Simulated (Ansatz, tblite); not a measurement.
# Sn20H28 off sphere (Sn₂₀H₂₈): spin states and exact exchange

Aim: set other spin states of Sn20H28 off sphere (Sn₂₀H₂₈) against its singlet, on many levels of theory.

Program: Ansatz 0.2.0, Gaussian basis. Level of theory: as each input shows. These are calculated values, not measurements.

Levels to be run: triplet, at the geometry of the singlet (GFN1-xTB, GFN2-xTB, PBE0-D4/def2-SVP, PBE-D4/def2-SVP); the singlet's energies come from earlier runs.

3 further runs of the same task are left out: 3 for a known fault of the program.

## (1) The structure

The singlet was relaxed beforehand with PBE-D4/def2-SVP.

48 atoms, charge 0, spin multiplicity 1.

Bond lengths: Sn1–Sn12 2.821 Å, Sn1–Sn13 2.811 Å, Sn1–H21 1.738 Å, Sn1–H22 1.738 Å, Sn2–Sn11 2.812 Å, Sn2–Sn15 2.810 Å, Sn2–H23 1.739 Å, Sn2–H24 1.736 Å, Sn3–Sn14 2.822 Å, Sn3–Sn16 2.817 Å, Sn3–H25 1.741 Å, Sn3–H26 1.737 Å, Sn4–Sn12 2.821 Å, Sn4–Sn17 2.820 Å, Sn4–Sn18 2.817 Å, Sn4–H27 1.745 Å, Sn5–Sn14 2.825 Å, Sn5–Sn17 2.822 Å and more. Angles: Sn12–Sn1–Sn13 110.7°, Sn12–Sn1–H21 110.7°, Sn12–Sn1–H22 108.6°, Sn13–Sn1–H21 110.5°, Sn13–Sn1–H22 109.2°, H21–Sn1–H22 107.0°, Sn11–Sn2–Sn15 110.6°, Sn11–Sn2–H23 110.9°, Sn11–Sn2–H24 108.6°, Sn15–Sn2–H23 110.7°, Sn15–Sn2–H24 109.2°, H23–Sn2–H24 106.8°, Sn14–Sn3–Sn16 109.2°, Sn14–Sn3–H25 108.7°, Sn14–Sn3–H26 111.2°, Sn16–Sn3–H25 108.8°, Sn16–Sn3–H26 111.3°, H25–Sn3–H26 107.4° and more.

Sn takes a core potential in the def2 sets. No spin-orbit coupling is included.

## (2) Triplet at the fixed geometry, GFN1-xTB

Tight binding, by tblite at 300 K electronic temperature and without a spin-polarisation term:

```python
tblite.interface.Calculator('GFN1-xTB', numbers, positions, charge=0, uhf=2).singlepoint()
```

Energy -1784.3622 eV; 0.34 s.

## (3) Triplet at the fixed geometry, GFN2-xTB

Tight binding, by tblite at 300 K electronic temperature and without a spin-polarisation term:

```python
tblite.interface.Calculator('GFN2-xTB', numbers, positions, charge=0, uhf=2).singlepoint()
```

Energy -1543.6842 eV; 0.67 s.

## (4) Triplet at the fixed geometry, PBE0-D4/def2-SVP

Input file in.yaml:

```yaml
crystal:
  periodic: [false, false, false]
  atoms:
    - {symbol: Sn, position_ang: [-4.653263, 2.318424, -0.254504]}
    - {symbol: Sn, position_ang: [-1.562790, -3.871581, 3.174250]}
    - {symbol: Sn, position_ang: [2.015377, -4.107047, -0.392511]}
    - {symbol: Sn, position_ang: [-1.318446, 2.491396, -3.575790]}
    - {symbol: Sn, position_ang: [1.908945, -0.791185, -3.566715]}
    - {symbol: Sn, position_ang: [-1.312701, -0.810767, -0.327340]}
    - {symbol: Sn, position_ang: [-1.389117, 2.261725, 3.021018]}
    - {symbol: Sn, position_ang: [1.940427, -0.853482, 2.927953]}
    - {symbol: Sn, position_ang: [1.934550, 2.462241, -0.324664]}
    - {symbol: Sn, position_ang: [5.198502, -0.836425, -0.285568]}
    - {symbol: Sn, position_ang: [-3.023400, -2.262457, 1.389213]}
    - {symbol: Sn, position_ang: [-2.932373, 0.853036, -1.942485]}
    - {symbol: Sn, position_ang: [-3.177220, 3.871228, 1.564905]}
    - {symbol: Sn, position_ang: [0.319245, -2.462249, -1.935364]}
    - {symbol: Sn, position_ang: [0.252267, -2.315754, 4.651676]}
    - {symbol: Sn, position_ang: [3.570650, -2.493261, 1.314165]}
    - {symbol: Sn, position_ang: [0.279786, 0.831754, -5.202047]}
    - {symbol: Sn, position_ang: [0.387227, 4.104448, -2.018677]}
    - {symbol: Sn, position_ang: [3.563043, 0.788022, -1.913357]}
    - {symbol: Sn, position_ang: [0.326005, 0.811085, 1.307884]}
    - {symbol: H, position_ang: [-5.720126, 3.323180, -1.188919]}
    - {symbol: H, position_ang: [-5.650993, 1.201524, 0.626487]}
    - {symbol: H, position_ang: [-2.627576, -4.746251, 4.235056]}
    - {symbol: H, position_ang: [-0.684501, -5.056538, 2.258588]}
    - {symbol: H, position_ang: [3.075837, -4.976822, -1.464412]}
    - {symbol: H, position_ang: [1.104885, -5.282666, 0.505620]}
    - {symbol: H, position_ang: [-2.326794, 3.501252, -4.579393]}
    - {symbol: H, position_ang: [2.925283, -1.791554, -4.573318]}
    - {symbol: H, position_ang: [-2.277760, 1.110341, 3.973666]}
    - {symbol: H, position_ang: [-0.462654, 3.216231, 4.139684]}
    - {symbol: H, position_ang: [2.982124, 0.164909, 3.890777]}
    - {symbol: H, position_ang: [2.949577, 3.449486, 0.695540]}
    - {symbol: H, position_ang: [6.259652, -1.796767, -1.273178]}
    - {symbol: H, position_ang: [6.205014, 0.163256, 0.718767]}
    - {symbol: H, position_ang: [-4.139217, -3.219330, 0.461781]}
    - {symbol: H, position_ang: [-3.976617, -1.112455, 2.278891]}
    - {symbol: H, position_ang: [-3.895398, -0.164714, -2.984499]}
    - {symbol: H, position_ang: [-4.239646, 4.742122, 2.631014]}
    - {symbol: H, position_ang: [-2.262677, 5.057960, 0.688085]}
    - {symbol: H, position_ang: [-0.699238, -3.448886, -2.952786]}
    - {symbol: H, position_ang: [1.184535, -3.315877, 5.724673]}
    - {symbol: H, position_ang: [-0.628160, -1.200038, 5.651223]}
    - {symbol: H, position_ang: [4.576498, -3.503746, 2.319767]}
    - {symbol: H, position_ang: [-0.726926, -0.169828, -6.204301]}
    - {symbol: H, position_ang: [1.267329, 1.791690, -6.263569]}
    - {symbol: H, position_ang: [1.455250, 4.977650, -3.080226]}
    - {symbol: H, position_ang: [-0.512976, 5.277564, -1.106942]}
    - {symbol: H, position_ang: [4.570261, 1.785255, -2.932118]}
basis:
  gaussian: {orbitals: def2-SVP, fitting: {mean_field: def2-universal-jkfit}}
magnetization: {spin_polarized: true, initial_magnetization: 2}
hamiltonian: {xc: pbe0, dispersion: d4}
scf: {omitted_lower_state_checks: [starts]}
output: {orbitals: {seedname: orbitals}}
```

Command:

```sh
> ansatz run in.yaml --threads 4 --pin off --events-out ev --progress --plain --max-ram 46080MiB --backend cuda --devices 0, --max-vram 37GiB
```

The log of the run:

```text
Functional definition: PBE0
  name "PBE0"
  cite "Adamo & Barone, J. Chem. Phys. 110, 6158 (1999) doi:10.1063/1.478522"
  cite "Perdew, Burke & Ernzerhof, Phys. Rev. Lett. 77, 3865 (1996) doi:10.1103/PhysRevLett.77.3865"
  parent pbe
  parameter a = 0.25
  parameter kappa = 0.804
  parameter beta = 0.06672455060314922
  exchange = (1 - a)*pbe_x(kappa = kappa, mu = beta*pi^2/3) + a*exact_x
  correlation = pbe_c(beta = beta)
these checks for a lower state are left out or cut short: starts
4864 factors; integrals over basis functions are off by at most 3.4e-1 eV
mean field evaluation 1: about -117092.6358 eV, gradient 2.0e1 eV
mean field evaluation 2: about -117090.8880 eV, gradient 2.4e1 eV
mean field evaluation 4: about -117095.0537 eV, gradient 2.8e0 eV
mean field evaluation 8: about -117095.1072 eV, gradient 8.2e-1 eV
mean field evaluation 16: about -117095.1202 eV, gradient 1.4e-2 eV
mean field evaluation 32: about -117095.1773 eV, gradient 1.8e-5 eV
mean field -117095.17725298 eV, -4303.1683940852 hartree, gradient 4.5e-6 eV, S^2 2.005872; 0 other end points of the search recorded, 0 dependent functions left out
reference -117095.17735620 eV, -4303.1683978786 hartree; 235, 233 occupied and 425, 427 virtual orbitals, 4864 factors
Total energy: -117098.41729430 eV, -4303.2874634074 hartree
Checks for a lower state left out: starts
```

Run time: 25 s. Hardware: 1 × H100 (card shared with other runs) with 4 threads of AMD EPYC 7R13, shared host; peak host memory 1.5 GiB.

Report: HOMO -3.23 eV, LUMO -5.52 eV (over both spins; with the spin held, an empty level of the minority spin lies below the top filled one); ⟨S²⟩ 2.006 (pure: 2.00).

## (5) Triplet at the fixed geometry, PBE-D4/def2-SVP

start.molden holds the orbitals of an earlier run on this state, given as this run's starting guess.

in.yaml: that of step 4 with these lines changed.

```diff
@@ -52,5 +52,5 @@
 basis:
-  gaussian: {orbitals: def2-SVP, fitting: {mean_field: def2-universal-jkfit}}
+  gaussian: {orbitals: def2-SVP, fitting: {mean_field: def2-universal-jkfit}, initial_orbitals: start.molden}
 magnetization: {spin_polarized: true, initial_magnetization: 2}
-hamiltonian: {xc: pbe0, dispersion: d4}
+hamiltonian: {xc: pbe, dispersion: d4}
 scf: {omitted_lower_state_checks: [starts]}
```

The command is unchanged.

The log of the run:

```text
Functional definition: PBE
  name "PBE"
  cite "Perdew, Burke & Ernzerhof, Phys. Rev. Lett. 77, 3865 (1996) doi:10.1103/PhysRevLett.77.3865"
  parent pbe
  parameter kappa = 0.804
  parameter beta = 0.06672455060314922
  exchange = pbe_x(kappa = kappa, mu = beta*pi^2/3)
  correlation = pbe_c(beta = beta)
these checks for a lower state are left out or cut short: starts
4864 factors; integrals over basis functions are off by at most 3.4e-1 eV
mean field evaluation 1: about -117088.0823 eV, gradient 8.9e0 eV
mean field evaluation 2: about -117088.7746 eV, gradient 6.2e-1 eV
mean field evaluation 4: about -117088.8261 eV, gradient 6.5e-1 eV
mean field evaluation 8: about -117088.8429 eV, gradient 5.4e-2 eV
mean field evaluation 16: about -117088.8434 eV, gradient 4.5e-5 eV
mean field -117088.84337802 eV, -4302.9356284736 hartree, gradient 6.0e-6 eV, S^2 2.001653; 0 other end points of the search recorded, 0 dependent functions left out
reference -117088.84351589 eV, -4302.9356335402 hartree; 235, 233 occupied and 425, 427 virtual orbitals, 4864 factors
Total energy: -117092.31937806 eV, -4303.0633691189 hartree
Checks for a lower state left out: starts
```

It took 13 s on 1 × H100 (card shared with other runs) with 4 threads of AMD EPYC 7R13, shared host; peak host memory 1.4 GiB.

HOMO -2.93 eV, LUMO -5.72 eV (over both spins; with the spin held, an empty level of the minority spin lies below the top filled one); ⟨S²⟩ 2.002 (pure: 2.00).

## (6) Triplet less singlet, vertical

The singlet's energies are those of its earlier runs, whose logs aren't repeated here.

```tsv
level	triplet less singlet, vertical (eV)	time
GFN1-xTB	+1.539	0.62 s
GFN2-xTB	+1.025	1.3 s
PBE-D4/def2-SVP	+2.840	20 s
PBE0-D4/def2-SVP	+3.417	35 s
```

Times add the two runs; a level without a time comes out of a correlated run. Tight binding without a spin term can't rank spin states.

## (7) Outcome

| quantity | value |
| --- | --- |
| triplet less singlet, vertical, functionals in def2-SVP | +2.840 (PBE-D4) to +3.417 eV (PBE0-D4) |

In words: All functionals put the triplet above the singlet, over a spread of 0.577 eV. The checks for a lower triplet were left out, so another state of that spin may lie lower. These are electronic energies, without zero-point motion, entropy or surroundings.
